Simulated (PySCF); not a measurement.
# CH10BNSi: the cost of one run

The runs use PySCF 2.14.0, with density-fitted response routines of our own; the level of theory stands in each step. All values are computed, except where a source is named. Atoms are numbered from 0 throughout.

**1. Starting geometry**

14 atoms, charge 0, multiplicity 1; geometry from: GFN2-xTB. The atoms were then displaced at random by about 0.01 Å, so the start is not that level's minimum.

Bonds of the start (Å): C0–N1 1.43, N1–B2 1.64, B2–Si3 2.00, C0–H4 1.11, C0–H5 1.10, C0–H6 1.08, N1–H7 1.00, N1–H8 1.01, B2–H9 1.22, B2–H10 1.20, Si3–H11 1.50, Si3–H12 1.50, Si3–H13 1.42.

**2. Relaxing the molecule at PBE0-D3(BJ)/def2-SVP**

What the job is given:

```
{"job": {"xc": "PBE0", "basis": "def2-SVP", "d3": "d3bj", "grid": 1, "shake": 0.01, "kind": "geom"}, "charge": 0, "multiplicity": 1}
C     -1.597750     0.118540    -0.132200
N     -0.861880    -0.375080     0.995810
B      0.594120     0.347430     1.223440
Si     1.775640    -0.050290    -0.340840
H     -1.766490     1.208070    -0.017510
H     -2.595520    -0.337660    -0.233180
H     -1.036870    -0.015910    -1.047490
H     -1.368990    -0.244860     1.853390
H     -0.671790    -1.356750     0.892620
H      1.008690    -0.148890     2.258730
H      0.358100     1.504730     1.410650
H      1.524520    -1.441160    -0.828640
H      1.445470     0.740280    -1.577150
H      3.185600     0.036460    -0.185370
```

Started as:

```sh
$ OMP_NUM_THREADS=1 python probes_run.py task.json out
```

This one command runs all jobs of the session in turn.

Q: Estimate the wall time and peak memory of this first job on 1 thread of Intel Xeon Platinum 8259CL at 2.50GHz, shared host.

About 50 s, with a peak of 0.47 GiB.
